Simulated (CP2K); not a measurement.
The system is NaLaMnMoO6.

```xyz
20
Lattice="5.5574 0.0000 0.0000 0.0000 5.5979 0.0000 -0.0621 0.0000 8.0246" Properties=species:S:1:pos:R:3 pbc="T T T"
Na    4.1374    2.8870    4.0062
Na    1.3578    0.0880    4.0184
La    1.3670    5.3682    8.0196
La    4.1282    2.5692    0.0051
Mn    1.3605    2.7297    2.0549
Mn    4.1347    5.5286    5.9698
Mo    4.1822    5.5792    2.1739
Mo    1.3130    2.7803    5.8508
O     3.7116    5.4765    3.9370
O     0.1718    4.5353    2.2249
O     5.1705    1.6184    2.2490
O     2.6450    1.1737    1.5987
O     3.0127    4.1180    1.6113
O     4.6099    0.1018    0.0315
O     1.7837    2.6775    4.0877
O     5.3234    1.7363    5.7997
O     0.3247    4.4173    5.7756
O     2.8502    3.9726    6.4260
O     2.4825    1.3190    6.4134
O     0.8853    2.9007    7.9932
```

The cell was built by a generator and needn't be a form met in nature.

Base run:

```yaml
Program: CP2K 2026.2
Functional: RPBE
Potentials_or_basis: GTH_POTENTIALS Na GTH-PBE-q9, La GTH-PBE-q11, Mn GTH-PBE-q15, Mo GTH-PBE-q14, O GTH-PBE-q6; DZVP-MOLOPT-SR-GTH basis
Density_cutoff: 12245 eV
k_mesh: 4 × 4 × 3
Occupations: fermi-dirac, width 0.05 eV
Spin: collinear spin, ferromagnetic start
Starting_moments: "[0.0, 0.0, 0.0, 0.0, 4.0, 4.0, 1.0, 1.0, 0.0, 0.0, 0.0, 0.0, 0.0, 0.0, 0.0, 0.0, 0.0, 0.0, 0.0, 0.0] μB"
```

Its results: band gap on the k mesh 0.52 eV, indirect (least direct gap 0.58 eV); net moment 9.99 μB per cell; site moments Na -0.01; La -0.00; Mn +4.55; Mo +0.41; O -0.01, +0.01, +0.00, +0.03 μB.

The run is repeated on the same cell with these changes: functional from RPBE to PBE. What comes out?

Band gap on the k mesh 0.46 eV, indirect (least direct gap 0.53 eV); net moment 9.99 μB per cell; site moments Na -0.01; La -0.00; Mn +4.51; Mo +0.41; O +0.00, +0.02, +0.01, +0.04 μB.

Caveats: spin-orbit coupling is left out, which moves the levels of the heavy elements; an odd mesh through Γ misses points on the zone boundary, where band edges often lie; the basis of atomic orbitals isn't converged, which shifts pressures, moduli and gaps; only a ferromagnetic start was run, and an antiferromagnetic order may lie lower in energy.
